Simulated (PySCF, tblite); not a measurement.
# C5H12BClO: geometry, infrared bands and NMR shifts

What infrared bands and NMR shifts should C5H12BClO (`B[C@](C)(CCl)COC`) show?

Programs: tblite 0.8.0 and PySCF 2.14.0, with density-fitted response routines of our own. Each step states its level of theory. These are calculated values for one molecule in the gas phase, unless marked as measured. Atoms count from 0, in the outputs and in this text.

**1. The starting structure**

20 atoms, charge 0, multiplicity 1; geometry from: force field or distance geometry start.

Bonds of the start (Å): B0–C1 1.61, C1–C2 1.50, C1–C3 1.55, C3–Cl4 1.76, C1–C5 1.51, C5–O6 1.34, O6–C7 1.34, B0–H8 1.19, B0–H9 1.18, C2–H10 1.09, C2–H11 1.10, C2–H12 1.15, C3–H13 1.11, C3–H14 1.10, C5–H15 1.15, C5–H16 1.11, C7–H17 1.13, C7–H18 1.08, C7–H19 1.15.

**2. Geometry optimisation with GFN2-xTB**

The job: settings as JSON, then the geometry in Å.

```
{"job": {"kind": "relax", "xc": "GFN2-xTB", "basis": "xTB"}, "charge": 0, "multiplicity": 1}
B     -0.068800     1.762200     0.400700
C     -0.521700     0.302000    -0.091900
C      0.087600    -0.088100    -1.405000
C     -2.066300     0.299500    -0.242800
Cl    -2.562300     1.502200    -1.426900
C     -0.125200    -0.634800     1.024600
O      1.185300    -0.629600     1.325300
C      2.158100    -0.975300     0.465300
H     -0.968200     2.490900     0.680000
H      0.934300     1.884900     1.001700
H      0.484400    -1.101000    -1.433200
H      0.822200     0.654600    -1.758100
H     -0.762400    -0.059200    -2.178000
H     -2.544200     0.544100     0.728600
H     -2.420300    -0.679100    -0.609700
H     -0.714900    -0.263100     1.938900
H     -0.544700    -1.625500     0.753500
H      2.076700    -2.026100     0.056200
H      2.431500    -0.295300    -0.331700
H      3.113700    -1.052600     1.099700
```

The run is started by

```
$ OMP_NUM_THREADS=1 python probes_run.py task.json out
```

One launch serves the whole session: the jobs run in the order shown.

**Question.** This job is followed by: GFN2-xTB harmonic vibrations, gas phase; GIAO PBE0/pcSseg-1 NMR shielding, non-relativistic, gas phase. What will the session give for the following? strongest single infrared mode (GFN2-xTB); zero-point energy (GFN2-xTB); 13C shifts against TMS (PBE0/pcSseg-1); 1H shifts against TMS (PBE0/pcSseg-1, means over atoms taken as alike); 11B shifts against BF3·OEt2 (PBE0/pcSseg-1); 35Cl shifts against HCl (PBE0/pcSseg-1); 17O shifts against H2O (PBE0/pcSseg-1); surface potential, 1st and 99th percentile.

The runs gave:

| quantity | value |
| --- | --- |
| strongest single infrared mode (GFN2-xTB) | 974 cm⁻¹, 150 km/mol |
| zero-point energy (GFN2-xTB) | 103.0 kcal/mol |
| 13C shifts against TMS (PBE0/pcSseg-1) | 87.6, 74.9, 60.6, 31.6, 31.3 ppm |
| 1H shifts against TMS (PBE0/pcSseg-1, means over atoms taken as alike) | 4.69, 4.53, 3.94, 3.90, 3.18, 3.11, 1.49 ppm |
| 11B shifts against BF3·OEt2 (PBE0/pcSseg-1) | 13.0 ppm |
| 35Cl shifts against HCl (PBE0/pcSseg-1) | -6 ppm |
| 17O shifts against H2O (PBE0/pcSseg-1) | 35.2 ppm |
| surface potential, 1st and 99th percentile | -1.68 V and 1.25 V |

Relaxing lowered the energy by 1.167 eV in 166 steps; the close pair that moved most is B0–Cl4, from 3.102 to 2.061 Å. No mode is imaginary among the 54: a minimum at this level. The strongest single mode, at 974 cm⁻¹, is carried by H8, H9, B0. Unscaled tight-binding wavenumbers are off by several per cent, some by more. Its intensities can rank the bands wrongly. The most deshielded carbon is C5 (sp3 CH2 bonded to O), at 87.6 ppm: deshielded by the electronegative neighbour. At PBE0/pcSseg-1: The largest span, 350 ppm, is at Cl4, where the paramagnetic term is -191 ppm.
